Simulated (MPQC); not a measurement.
# One shape, several levels: BH2Br (SMILES [H]B([H])Br)

Wanted: a comparison of 6 runs (HF/STO-3G, HF/6-31G, HF/def2-SVP, B3LYP/6-31G*, SVWN5/cc-pVDZ, PBE0/def2-SVP) of BH2Br. 

The calculation is run with MPQC 2.3.1.

## (1) The molecule

BH2Br has 4 atoms, charge 0, and is taken as a singlet. As SMILES, `[H]B([H])Br`. The coordinates come from a GFN2-xTB relaxation.

Bond lengths: B1–Br4 1.842 Å, B1–H2 1.170 Å, B1–H3 1.170 Å. Angles: H2–B1–Br4 119.1°, H3–B1–Br4 119.1°, H2–B1–H3 121.9°.

## (2) Energy and gradient at HF/STO-3G (run 1)

Input file input.in:

```
molecule<Molecule>: (
    symmetry = c1
    unit = bohr
    { atoms geometry } = {
        B  [ 0.17204067     0.28519747    -0.00081258 ]
        H  [ 2.38073366     0.20611243     0.02885612 ]
        H  [ -0.92621147     2.20294823    -0.03613156 ]
        Br [ -1.62656286    -2.69425812     0.00808803 ]
    }
)
basis<GaussianBasisSet>: (
    name = "STO-3G"
    molecule = $:molecule
    basisdir = "."
    puream = yes
)
mpqc: (
    checkpoint = no
    savestate = no
    restart = no
    do_energy = yes
    do_gradient = yes
    optimize = no
    mole<CLHF>: (
        molecule = $:molecule
        basis = $:basis
        total_charge = 0
        memory = 1000000000
        print_evals = yes
        maxiter = 120
        value_accuracy = 1e-08
        guess_wavefunction<CLHF>: (
            molecule = $:molecule
            total_charge = 0
            memory = 1000000000
            value_accuracy = 1e-3
            basis<GaussianBasisSet>: (
                name = "3-21G"
                molecule = $:molecule
            )
        )
    )
)
```

The basis set STO-3G is read from a file made from the Basis Set Exchange's data (not shown).

Command:

```sh
$ mpqc -o input.out input.in
```

Standard output:

```text
MPQC: Massively Parallel Quantum Chemistry
[...]
  LUMO is    22   A =   0.222369
  total scf energy = -2570.2165117494
[...]
Value of the MolecularEnergy: -2570.2165117494
  Gradient of the MolecularEnergy:
      1   -0.0072478988
      2   -0.0119200176
      3    0.0000431251
      4    0.0060557643
      5   -0.0034319650
      6    0.0001134253
      7   -0.0058260182
      8    0.0037556030
      9   -0.0001202146
     10    0.0070181527
     11    0.0115963795
     12   -0.0000363358
[...]
      symmetry = c1
[...]
```

It took 0.3 s on 1 thread of Arm Neoverse V1, shared host.

## (3) Energy and gradient at HF/6-31G (run 2)

Input file run.in:

```
molecule<Molecule>: (
   symmetry = c1
   unit = angstrom
   { atoms geometry } = {
      B  [ 0.091040       0.150920      -0.000430 ]
      H  [ 1.259830       0.109070       0.015270 ]
      H  [ -0.490130       1.165750      -0.019120 ]
      Br [ -0.860740      -1.425740       0.004280 ]
   }
)
basis<GaussianBasisSet>: (
   name = "6-31G"
   molecule = $:molecule
   basisdir = "."
   puream = yes
)
mpqc: (
   checkpoint = no
   savestate = no
   restart = no
   do_energy = yes
   do_gradient = yes
   optimize = no
   mole<CLHF>: (
      molecule = $:molecule
      basis = $:basis
      total_charge = 0
      memory = 1000000000
      print_evals = yes
      maxiter = 120
      value_accuracy = 1e-08
      guess_wavefunction<ExtendedHuckelWfn>: (
         molecule = $:molecule
         total_charge = 0
         multiplicity = 1
         basis<GaussianBasisSet>: (
            name = "STO-3G"
            molecule = $:molecule
         )
      )
   )
)
```

The basis set 6-31G is read from a file made from the Basis Set Exchange's data (not shown).

Command:

```sh
$ mpqc run.in > run.out
```

Standard output:

```text
MPQC: Massively Parallel Quantum Chemistry
[...]
  CLSCF::init: total charge = 0
[...]
  nbasis = 40
[...]
  iter     1 energy = -2428.2920931509 delta = 3.02840e-01
[...]
  LUMO is    22   A =   0.072813
  total scf energy = -2597.8895825780
[...]
Value of the MolecularEnergy: -2597.8895825780
  Gradient of the MolecularEnergy:
      1   -0.0216849432
      2   -0.0358514992
      3    0.0001134313
      4   -0.0037918857
      5    0.0005882537
      6   -0.0000586063
      7    0.0023118341
      8   -0.0030846570
      9    0.0000612054
     10    0.0231649948
     11    0.0383479025
     12   -0.0001160305
[...]
      symmetry = c1
[...]
```

Wall time 2.1 s (1 thread of Arm Neoverse V1, shared host).

Run 3 isn't shown in full; the table further down has it.

## (4) Energy and forces at B3LYP/6-31G(d) (spherical functions) (run 4)

Input file input.in:

```
% emacs should use -*- KeyVal -*- mode
molecule<Molecule>: (
   symmetry = c1
   unit = angstrom
   { atoms geometry } = {
      B  [ 0.091040 0.150920 -0.000430 ]
      H  [ 1.259830 0.109070 0.015270 ]
      H  [ -0.490130 1.165750 -0.019120 ]
      Br [ -0.860740 -1.425740 0.004280 ]
   }
)
basis<GaussianBasisSet>: (
   name = "6-31G*"
   molecule = $:molecule
   basisdir = "."
   puream = yes
)
mpqc: (
   checkpoint = no
   savestate = no
   restart = no
   do_energy = yes
   do_gradient = yes
   optimize = no
   mole<CLKS>: (
      molecule = $:molecule
      basis = $:basis
      total_charge = 0
      memory = 1000000000
      print_evals = yes
      maxiter = 120
      value_accuracy = 1e-08
      functional<StdDenFunctional>: ( name = "B3LYP" )
      integrator<RadialAngularIntegrator>: ( grid = xfine )
      guess_wavefunction<CLHF>: (
         molecule = $:molecule
         total_charge = 0
         memory = 1000000000
         value_accuracy = 1e-3
         basis<GaussianBasisSet>: (
            name = "3-21G"
            molecule = $:molecule
         )
      )
   )
)
```

The basis set 6-31G* is read from a file made from the Basis Set Exchange's data (not shown).

Command:

```sh
$ mpqc input.in > input.out
```

Standard output:

```text
MPQC: Massively Parallel Quantum Chemistry
[...]
  WARNING: BeckeIntegrationWeight usually uses the atomic maximum
           probability radius, however this is not available for
[...]
  Integrated electron density error = 0.000328880187
  iter     1 energy = -2599.5872966032 delta = 2.56012e-01
[...]
  Integrated electron density error = 0.000000087477
  iter     9 energy = -2599.9380495922 delta = 7.02197e-07
  Integrated electron density error = 0.000000087481
  iter    10 energy = -2599.9380495923 delta = 1.14668e-07
  Integrated electron density error = 0.000000087482
  iter    11 energy = -2599.9380495923 delta = 2.23136e-08
[...]
  LUMO is    22   A =  -0.066977
  total scf energy = -2599.9380495923
[...]
  Integrated electron density error = 0.000000085155
  Total Gradient:
[...]
Value of the MolecularEnergy: -2599.9380495923
  Gradient of the MolecularEnergy:
      1   -0.0113432746
      2   -0.0187274039
      3    0.0000608366
      4   -0.0102907547
      5    0.0013914158
      6   -0.0001517701
      7    0.0060457505
      8   -0.0084646882
      9    0.0001691715
     10    0.0155882788
     11    0.0258006763
     12   -0.0000782380
[...]
        symmetry = c1
[...]
```

Run time: 17 s. Hardware: 1 thread of Arm Neoverse V1, shared host; peak memory 0.1 GiB.

Run 5 isn't shown in full; the table further down has it.

## (5) Energy and gradient at PBE0/def2-SVP (run 6)

Input file job.in:

```
molecule<Molecule>: (
  symmetry = c1
  unit = angstrom
  { atoms geometry } = {
    B  [ 0.091040       0.150920      -0.000430 ]
    H  [ 1.259830       0.109070       0.015270 ]
    H  [ -0.490130       1.165750      -0.019120 ]
    Br [ -0.860740      -1.425740       0.004280 ]
  }
)
basis<GaussianBasisSet>: (
  name = "def2-SVP"
  molecule = $:molecule
  basisdir = "."
  puream = yes
)
mpqc: (
  checkpoint = no
  savestate = no
  restart = no
  do_energy = yes
  do_gradient = yes
  optimize = no
  mole<CLKS>: (
    molecule = $:molecule
    basis = $:basis
    total_charge = 0
    memory = 1000000000
    print_evals = yes
    maxiter = 120
    value_accuracy = 1e-08
    functional<SumDenFunctional>: (
      a0 = 0.25
      coefs = [ 0.75 1 ]
      funcs: [ <PBEXFunctional>: () <PBECFunctional>: () ]
    )
    integrator<RadialAngularIntegrator>: ( grid = xfine )
    guess_wavefunction<CLHF>: (
      molecule = $:molecule
      total_charge = 0
      memory = 1000000000
      value_accuracy = 1e-3
      basis<GaussianBasisSet>: (
        name = "STO-3G"
        molecule = $:molecule
      )
    )
  )
)
```

The basis set def2-SVP is read from a file made from the Basis Set Exchange's data (not shown).

Command:

```sh
$ mpqc job.in > job.out
```

Standard output:

```text
MPQC: Massively Parallel Quantum Chemistry
[...]
  WARNING: BeckeIntegrationWeight usually uses the atomic maximum
           probability radius, however this is not available for
[...]
  Integrated electron density error = 0.000286021484
  iter     1 energy = -2597.7668469910 delta = 2.45444e-01
[...]
  Integrated electron density error = 0.000000056566
  iter    10 energy = -2599.5428670599 delta = 2.45012e-06
  Integrated electron density error = 0.000000056640
  iter    11 energy = -2599.5428670592 delta = 1.34009e-07
  Integrated electron density error = 0.000000056640
  iter    12 energy = -2599.5428670592 delta = 6.68558e-08
[...]
  LUMO is    22   A =  -0.066406
  total scf energy = -2599.5428670592
[...]
  Integrated electron density error = 0.000000052638
  Total Gradient:
[...]
Value of the MolecularEnergy: -2599.5428670592
  Gradient of the MolecularEnergy:
      1   -0.0037077573
      2   -0.0060797818
      3    0.0000224249
      4   -0.0172446642
      5    0.0019410685
      6   -0.0002484008
      7    0.0097694942
      8   -0.0143638226
      9    0.0002823886
     10    0.0111829274
     11    0.0185025360
     12   -0.0000564126
[...]
        symmetry = c1
[...]
```

Wall time 20 s (1 thread of Arm Neoverse V1, shared host); peak memory 0.16 GiB.

## (6) All runs side by side

```tsv
run	level	starting guess	integration grid	energy (Eh)	HOMO energy (eV)	LUMO energy (eV)	HOMO–LUMO gap (eV)	wall time
1	HF/STO-3G	3-21G	–	-2570.216512	-8.75	6.05	14.80	0.3 s
2	HF/6-31G	huckel STO-3G	–	-2597.889583	-11.11	1.98	13.09	2.1 s
3	HF/def2-SVP	STO-3G	–	-2597.942812	-11.09	1.87	12.96	3.3 s
4	B3LYP/6-31G* (spherical functions)	3-21G	xfine	-2599.938050	-7.85	-1.82	6.02	17 s
5	SVWN5/cc-pVDZ	STO-3G	xfine	-2596.321520	-6.83	-2.99	3.84	23 s
6	PBE0/def2-SVP	STO-3G	xfine	-2599.542867	-8.10	-1.81	6.29	20 s
```

## (7) What came out

```
                       quantity           value
            run 6: total energy  -2599.54287 Eh
             run 6: HOMO energy        -8.10 eV
             run 6: LUMO energy        -1.81 eV
           run 6: HOMO–LUMO gap         6.29 eV
run 6: largest force on an atom      1.112 eV/Å
```

**Reading.** The HOMO–LUMO gap runs from 3.84 eV (SVWN5/cc-pVDZ) to 14.80 eV (HF/STO-3G). The two ends differ in method and basis. Totals of different functionals can't be ranked against each other. In run 1 the basis is minimal, so the values are rough. All runs together took 65 s, the longest 23 s.
